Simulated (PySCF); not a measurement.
# SbF4⁻: changing the method

Aim: see what other levels and later steps give for SbF4⁻.

Program: PySCF 2.14.0. Level of theory: each script names its method and basis. These are calculated values, not measurements.

2 further runs of the same task are left out: 2 that didn't finish. Runs told in other sessions of the task aren't counted.

**1. The system as given**

SbF4⁻: 5 atoms, charge -1, spin multiplicity 1.

Bond lengths: Sb1–F2 2.057 Å, Sb1–F3 2.057 Å, Sb1–F4 1.965 Å, Sb1–F5 1.965 Å. Angles: F2–Sb1–F3 166.5°, F2–Sb1–F4 85.6°, F2–Sb1–F5 85.6°, F3–Sb1–F4 85.6°, F3–Sb1–F5 85.6°, F4–Sb1–F5 98.0°.

**2. The base run**

File input.py:

```python
from pyscf import gto, scf

mol = gto.M(
    atom='Sb 0 0 -0.2943; F 0 2.0425 -0.0517; F 0 -2.0425 -0.0517; F 1.4829 0 0.9952; F -1.4829 0 0.9952',
    basis='crenbl',
    ecp={'Sb': 'crenbl', 'F': 'crenbl'},
    charge=-1,
    spin=0,
    verbose=4,
)
mf = scf.RHF(mol)
mf.kernel()
mf.mulliken_pop()
mf.dip_moment()
print('orbital energies (hartree):', mf.mo_energy[..., max(0, mol.nelec[1]-3):mol.nelec[0]+3].round(4))
```

Run with:

```console
OMP_NUM_THREADS=1 python input.py
```

**3. ROHF**

Variant 1 changes SCF type: RHF → ROHF.

input.py: that of step 2 with these lines changed.

```diff
@@ -10,3 +10,3 @@
 )
-mf = scf.RHF(mol)
+mf = scf.ROHF(mol)
 mf.kernel()
```

**4. MP2**

Variant 2 changes step after the SCF: analyze → mp2.

input.py: that of step 2 with these lines changed.

```diff
@@ -1,2 +1,2 @@
-from pyscf import gto, scf
+from pyscf import gto, scf, mp
 
@@ -12,3 +12,3 @@
 mf.kernel()
-mf.mulliken_pop()
+mp.MP2(mf).kernel()
 mf.dip_moment()
```

**5. SCF alone**

Variant 3 changes step after the SCF: analyze → none.

input.py: that of step 2 with these lines changed.

```diff
@@ -12,3 +12,2 @@
 mf.kernel()
-mf.mulliken_pop()
 mf.dip_moment()
```

What does the calculation give? Wanted: for each run, E(SCF); from base; gap; after the SCF.

The runs gave:

```
      run  E(SCF) (hartree)  from base (eV)  cycles  gap (eV)               after the SCF
     base       -176.346646               0      10     12.77                         n/a
     ROHF       -176.346646          0.0000      10       n/a                         n/a
      MP2       -176.346646          0.0000      10     12.77  MP2 correlation -22.326 eV
SCF alone       -176.346646          0.0000      10     12.77                         n/a
```

What this shows: With ROHF the SCF ends at the base energy.
